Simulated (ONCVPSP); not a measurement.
**An ONCV potential for thulium, from input to tests**

Task: generate the file, and judge it by its errors in other configurations, its logarithmic derivatives, its ghosts and its cutoff.

Method: ONCVPSP 4.0.1, LDA (Perdew-Wang 92), scalar-relativistic.

## Step 1: Starting point

Typed settings, in words:

- element: thulium (Tm, Z = 69)
- type: optimised norm-conserving Vanderbilt (ONCV)
- frozen core: [Kr] 4d10
- valence charge: 23
- reference configuration: 4f13 5s2 5p6 (charge +2)
- partial waves: 5s: rc 1.45 bohr, ncon 3, nbas 6, qcut 5.6 1/bohr, 2 projectors, debl 3.8 Ha; 5p: rc 2.35 bohr, ncon 4, nbas 8, qcut 6.7 1/bohr, 2 projectors, debl 3.2 Ha; d scattering state at 0.45 Ha: rc 2.25 bohr, ncon 5, nbas 9, qcut 4.6 1/bohr, 3 projectors, debl 3.3 Ha; 4f: rc 0.70 bohr, ncon 4, nbas 9, qcut 20.1 1/bohr, 3 projectors, debl 2.4 Ha
- local potential: polynomial inside 0.45 bohr (lpopt 3, dvloc0 4 Ha)
- core correction: Teter function, fcfact 2.5, rcfact 1.05

The nodes and maxima of the atom's own shells, from an earlier all-electron run, set the scale for the radii.

All-electron outer shells of the reference configuration (LDA (PZ), scalar-relativistic, ld1.x):

```csv
shell,level (eV),outermost node (bohr),outermost maximum (bohr)
5p,-41.72,0.64,1.26
4f,-17.87,–,0.50
6s,-15.08,1.47,2.87
5d,-13.62,0.72,1.87
6p,-10.22,1.77,3.59
```

## Step 2: The generation run

Input file Tm.dat:

```
# ATOM AND REFERENCE CONFIGURATION
# atsym  z   nc   nv     iexc    psfile
  Tm 69.00    9    3  -001012      upf
#
#   n    l    f
    1    0    2.00
    2    0    2.00
    2    1    6.00
    3    0    2.00
    3    1    6.00
    3    2   10.00
    4    0    2.00
    4    1    6.00
    4    2   10.00
    4    3   13.00
    5    0    2.00
    5    1    6.00
#
# PSEUDOPOTENTIAL AND OPTIMIZATION
# lmax
    3
#
#   l,   rc,      ep,       ncon, nbas, qcut
    0    1.45    0.00    3    6    5.60
    1    2.35    0.00    4    8    6.70
    2    2.25    0.45    5    9    4.60
    3    0.70    0.00    4    9   20.10
#
# LOCAL POTENTIAL
# lloc, lpopt,  rc(5),   dvloc0
    4    3    0.45    4.00
#
# VANDERBILT-KLEINMAN-BYLANDER PROJECTORs
# l, nproj, debl
    0    2    3.80
    1    2    3.20
    2    3    3.30
    3    3    2.40
#
# MODEL CORE CHARGE
# icmod, fcfact, rcfact
    3    2.50    1.05
#
# LOG DERIVATIVE ANALYSIS
# epsh1, epsh2, depsh
   -4.00    5.00    0.02
#
# OUTPUT GRID
# rlmax, drl
    6.00    0.01
#
# TEST CONFIGURATIONS
# ncnf
    4
# nvcnf
#   n    l    f
    4
    4    3   13.00
    5    0    2.00
    5    1    6.00
    6    0    2.00
#
    4
    4    3   13.00
    5    0    2.00
    5    1    6.00
    6    0    1.00
#
    3
    4    3   12.00
    5    0    2.00
    5    1    6.00
#
    4
    4    3   13.00
    5    0    2.00
    5    1    6.00
    5    2    1.00
#
```

Command:

```bash
$ oncvpsp.x < Tm.dat > Tm.out
```

What does the calculation give? Wanted: cutoffs for 1 and 0.1 mHa per electron, occupied waves; bound ghosts; GHOST(+) flags; largest miss of a reference level; largest test error; largest phase difference near zero energy, channels read; rms error of d²Exc/dn², without and with the model core; projector energies reset by the program.

**Answer**, as computed:

| quantity | value |
| --- | --- |
| cutoffs for 1 and 0.1 mHa per electron, occupied waves | 209 Ha and 677 Ha |
| bound ghosts | s at -1149.44 eV, p at -567.57 eV, f at -1837.76 eV |
| GHOST(+) flags | s at 92 eV, d at 110 eV |
| largest miss of a reference level | 24 meV (4f) |
| largest test error (AE − PS) | +78 meV, for 4f12 5s2 5p6 |
| largest phase difference near zero energy, channels read | 0.006 rad |
| rms error of d²Exc/dn², without and with the model core | 7.42 and 5.78 mHa |
| projector energies reset by the program | d: 0.050, 3.350, 6.650 Ha |

In words: It has a bound ghost (s, p, f), a state that the atom doesn't have, and that rules the file out. By total energies transferability is fair: the largest error is 78 meV on 26.8 eV, for 4f12 5s2 5p6. By its cutoff, 209 Ha for the looser tolerance, it is very hard. The tighter tolerance needs 677 Ha, and converged work needs a cutoff nearer that. At the looser tolerance the 4f wave is the slowest; 5s needs 23 Ha. Near zero energy the phases of the channels with partial waves agree within 0.006 rad. The program also flags highly localised states, GHOST(+) (s, d). These are tests on the free atom; a crystal test is still owed.
